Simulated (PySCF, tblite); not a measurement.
**C₆H₉F₃Si: geometry, infrared bands and NMR shifts**

Wanted: the infrared bands and NMR shifts of C₆H₉F₃Si (`C#C[C@@H](C[SiH3])CC(F)(F)F`), by calculation.

Programs: tblite 0.8.0 and PySCF 2.14.0, with density-fitted response routines of our own. Each step states its level of theory. These are calculated values for one molecule in the gas phase, unless marked as measured. Atoms are numbered from 0 throughout.

## Step 1: The starting structure

19 atoms, charge 0, multiplicity 1; geometry from: force field or distance geometry start.

Bonds of the start (Å): C0–C1 1.19, C1–C2 1.49, C2–C3 1.53, C3–Si4 1.87, C2–C5 1.55, C5–C6 1.51, C6–F7 1.35, C6–F8 1.35, C6–F9 1.34, C0–H10 1.07, C2–H11 1.10, C3–H12 1.11, C3–H13 1.10, Si4–H14 1.49, Si4–H15 1.48, Si4–H16 1.49, C5–H17 1.10, C5–H18 1.11.

## Step 2: Optimising the geometry with GFN2-xTB

What the job is given:

```
{"job": {"kind": "relax", "xc": "GFN2-xTB", "basis": "xTB"}, "charge": 0, "multiplicity": 1}
C      0.002900     2.635500    -0.074100
C     -0.046600     1.442500    -0.081700
C     -0.077100    -0.043700    -0.072200
C      1.178800    -0.605000     0.591700
Si     2.785500    -0.451200    -0.349500
C     -1.344500    -0.540200     0.660900
C     -2.619400    -0.282900    -0.107700
F     -3.662300    -0.829200     0.558600
F     -2.568800    -0.858100    -1.327200
F     -2.889600     1.023800    -0.255100
H      0.018800     3.702300    -0.080400
H     -0.131500    -0.396100    -1.112900
H      1.033100    -1.686000     0.779400
H      1.321200    -0.158800     1.587100
H      2.631200    -1.076900    -1.687800
H      3.869100    -1.144800     0.391300
H      3.166100     0.978300    -0.525600
H     -1.262300    -1.627300     0.824700
H     -1.414400    -0.073000     1.661200
```

On the command line:

```bash
> OMP_NUM_THREADS=1 python probes_run.py task.json out
```

This one command runs all jobs of the session in turn.

**Question.** This job is followed by: GFN2-xTB harmonic vibrations, gas phase; GIAO PBE0/pcSseg-1 NMR shielding, non-relativistic, gas phase. What will the session give for the following? strongest single infrared mode (GFN2-xTB); zero-point energy (GFN2-xTB); 13C shifts against TMS (PBE0/pcSseg-1); 1H shifts against TMS (PBE0/pcSseg-1, means over atoms taken as alike); 29Si shifts against TMS (PBE0/pcSseg-1); 19F shifts against CFCl3 (PBE0/pcSseg-1, means over atoms taken as alike).

**Answer**, as computed:

| quantity | value |
| --- | --- |
| strongest single infrared mode (GFN2-xTB) | 789 cm⁻¹, 327 km/mol |
| zero-point energy (GFN2-xTB) | 80.9 kcal/mol |
| 13C shifts against TMS (PBE0/pcSseg-1) | 135.1, 89.8, 81.6, 49.0, 26.5, 19.0 ppm |
| 1H shifts against TMS (PBE0/pcSseg-1, means over atoms taken as alike) | 4.01, 2.73, 2.35, 2.10, 1.80, 0.97, 0.73 ppm |
| 29Si shifts against TMS (PBE0/pcSseg-1) | -72.6 ppm |
| 19F shifts against CFCl3 (PBE0/pcSseg-1, means over atoms taken as alike) | -80.9 ppm |

What this shows: Relaxing lowered the energy by 0.121 eV in 77 steps; the close pair that moved most is C3–Si4, from 1.868 to 1.907 Å. All 51 modes are real, so the xTB geometry is a minimum. Unscaled tight-binding wavenumbers are off by several per cent, some by more. Its intensities can rank the bands wrongly. At PBE0/pcSseg-1: The largest span, 299 ppm, is at C1, where the paramagnetic term is -170 ppm.
